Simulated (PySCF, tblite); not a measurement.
# C₃H₁₂OSSi₂+ (doublet): geometry, infrared bands and EPR parameters

What infrared bands and EPR parameters should C₃H₁₂OSSi₂+ (doublet) (`CC[SiH2][Si@@H](O)[S+]C`) show?

Programs: tblite 0.8.0 and PySCF 2.14.0, with density-fitted response routines of our own. Each step states its level of theory. These are calculated values for one molecule in the gas phase, unless marked as measured. Atoms are numbered from 0 throughout.

## Step 1: The starting structure

19 atoms, charge 1, multiplicity 2; geometry from: force field or distance geometry start.

Bonds of the start (Å): C0–C1 1.52, C1–Si2 1.89, Si2–Si3 2.32, Si3–O4 1.64, Si3–S5 2.14, S5–C6 1.81, C0–H7 1.10, C0–H8 1.10, C0–H9 1.10, C1–H10 1.09, C1–H11 1.08, Si2–H12 1.49, Si2–H13 1.48, Si3–H14 1.48, O4–H15 0.97, C6–H16 1.10, C6–H17 1.10, C6–H18 1.10.

## Step 2: Geometry optimisation with GFN2-xTB

Job settings and geometry (Å):

```
{"job": {"kind": "relax", "xc": "GFN2-xTB", "basis": "xTB"}, "charge": 1, "multiplicity": 2}
C     -3.035400     0.203000     0.911200
C     -1.822400     0.316700     0.004500
Si    -0.543600    -1.054000     0.226800
Si     1.211300    -0.667100    -1.236700
O      0.698000    -0.534800    -2.792600
S      2.193500     1.184400    -0.819600
C      3.086900     0.868000     0.719800
H     -3.718700     1.046400     0.724600
H     -3.588500    -0.727500     0.731200
H     -2.771600     0.232500     1.976200
H     -1.336300     1.275600     0.200900
H     -2.155900     0.323700    -1.027900
H     -1.195700    -2.369200    -0.028400
H     -0.053600    -1.056100     1.626500
H      2.217900    -1.748100    -1.141000
H      0.974300     0.287300    -3.229900
H      3.649500     1.762800     1.008300
H      3.791400     0.033700     0.599800
H      2.389200     0.631800     1.538700
```

Launch:

```
> OMP_NUM_THREADS=1 python probes_run.py task.json out
```

This one command runs all jobs of the session in turn.

**Question.** This job is followed by: GFN2-xTB harmonic vibrations, gas phase; UKS B3LYP, pcH-1 on C H O S Si, non-relativistic, mean-field spin-orbit, GIAO. Predict these results of the whole session: strongest single infrared mode (GFN2-xTB); zero-point energy (GFN2-xTB); g(iso) (B3LYP); ⟨S²⟩; largest a(iso) (averaged by class); property runs in this session.

**Answer**, as computed:

| quantity | value |
| --- | --- |
| strongest single infrared mode (GFN2-xTB) | 749 cm⁻¹, 233 km/mol |
| zero-point energy (GFN2-xTB) | 87.8 kcal/mol |
| g(iso) (B3LYP) | 2.01801 |
| ⟨S²⟩ | 0.755 (exact 0.75) |
| largest a(iso) (averaged by class) | 1H on H14, 134.8 MHz |
| property runs in this session | 1, of which 0 failed and 1 gave unsound results |

In words: Relaxing lowered the energy by 0.341 eV in 69 steps; the close pair that moved most is Si2–Si3, from 2.318 to 2.450 Å. All 51 modes are real, so the xTB geometry is a minimum. The strongest single mode, at 749 cm⁻¹, moves mainly H13 and H12. GFN2-xTB is a fitted tight-binding method: band positions and strengths are rough. Its intensities can rank the bands wrongly. S5 carries the largest spin population, 0.51 e. The isotropic g lies 15.7 ppt above the free-electron value. These values are not to be trusted: the run shows nearly degenerate orbitals, where second-order g theory doesn't apply. These values are for one conformer; the search (at its own cheap level) found 2 more, at 0.27, 2.52 kcal/mol, and measured spectra average over such forms.
